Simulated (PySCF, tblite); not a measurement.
# CH₁₂O₂Si₄: geometry, infrared bands and NMR shifts

Wanted: the infrared bands and NMR shifts of CH₁₂O₂Si₄ (`C[SiH2][Si@@](O)([SiH3])O[SiH3]`), by calculation.

Programs: tblite 0.8.0 and PySCF 2.14.0, with density-fitted response routines of our own. Each step states its level of theory. These are calculated values for one molecule in the gas phase, unless marked as measured. Atoms are numbered from 0 throughout.

**1. The starting structure**

19 atoms, charge 0, multiplicity 1; geometry from: force field or distance geometry start.

Bonds of the start (Å): C0–Si1 1.83, Si1–Si2 2.33, Si2–O3 1.67, Si2–Si4 2.34, Si2–O5 1.64, O5–Si6 1.66, C0–H7 1.09, C0–H8 1.10, C0–H9 1.10, Si1–H10 1.49, Si1–H11 1.50, O3–H12 0.96, Si4–H13 1.50, Si4–H14 1.48, Si4–H15 1.49, Si6–H16 1.48, Si6–H17 1.47, Si6–H18 1.49.

**2. Optimising the geometry with GFN2-xTB**

The job: settings as JSON, then the geometry in Å.

```
{"job": {"kind": "relax", "xc": "GFN2-xTB", "basis": "xTB"}, "charge": 0, "multiplicity": 1}
C     -2.785200    -1.046600     0.023600
Si    -1.062900    -1.197700     0.620000
Si     0.389000    -0.011400    -0.770100
O      0.181200    -0.481900    -2.362900
Si    -0.249000     2.217600    -0.460400
O      1.963400    -0.265500    -0.366800
Si     2.992400    -0.057000     0.923300
H     -2.890300    -1.411700    -0.995300
H     -3.127800    -0.006500     0.037700
H     -3.484200    -1.620200     0.658300
H     -0.940200    -0.681500     2.015700
H     -0.654000    -2.636900     0.644700
H      0.943500    -0.933300    -2.742100
H      0.580900     3.110800    -1.330100
H     -0.036500     2.612700     0.955200
H     -1.688400     2.407800    -0.788800
H      4.346000    -0.538600     0.566800
H      3.041100     1.373800     1.275200
H      2.471200    -0.824800     2.088500
```

The run is started by

```sh
$ OMP_NUM_THREADS=1 python probes_run.py task.json out
```

The driver reads the jobs from task.json and runs them one after another.

**Question.** This job is followed by: GFN2-xTB harmonic vibrations, gas phase; GIAO PBE0/pcSseg-1 NMR shielding, non-relativistic, gas phase. What will the session give for the following? strongest single infrared mode (GFN2-xTB); zero-point energy (GFN2-xTB); ¹³C shifts against TMS (PBE0/pcSseg-1); ¹H shifts against TMS (PBE0/pcSseg-1, means over atoms taken as alike); ²⁹Si shifts against TMS (PBE0/pcSseg-1); ¹⁷O shifts against H2O (PBE0/pcSseg-1).

The runs gave:

| quantity | value |
| --- | --- |
| strongest single infrared mode (GFN2-xTB) | 783 cm⁻¹, 868 km/mol |
| zero-point energy (GFN2-xTB) | 74.4 kcal/mol |
| ¹³C shifts against TMS (PBE0/pcSseg-1) | -10.8 ppm |
| ¹H shifts against TMS (PBE0/pcSseg-1, means over atoms taken as alike) | 5.13, 3.96, 3.84, 3.38, 2.04, 0.11 ppm |
| ²⁹Si shifts against TMS (PBE0/pcSseg-1) | 13.0, -46.3, -84.6, -124.7 ppm |
| ¹⁷O shifts against H2O (PBE0/pcSseg-1) | 70.5, 66.9 ppm |

What this shows: The optimisation took 103 steps and gained 0.425 eV; among the close pairs (by a distance rule), C0–Si1 changed most, from 1.829 to 1.902 Å. The lowest mode is slightly imaginary (19i cm⁻¹), a soft motion within the noise of the Hessian, so the minimum is not strictly shown. Unscaled tight-binding wavenumbers are off by several per cent, some by more. Its intensities can rank the bands wrongly. At PBE0/pcSseg-1: Shielding is most anisotropic at O5 (span 159 ppm, paramagnetic term -134 ppm).
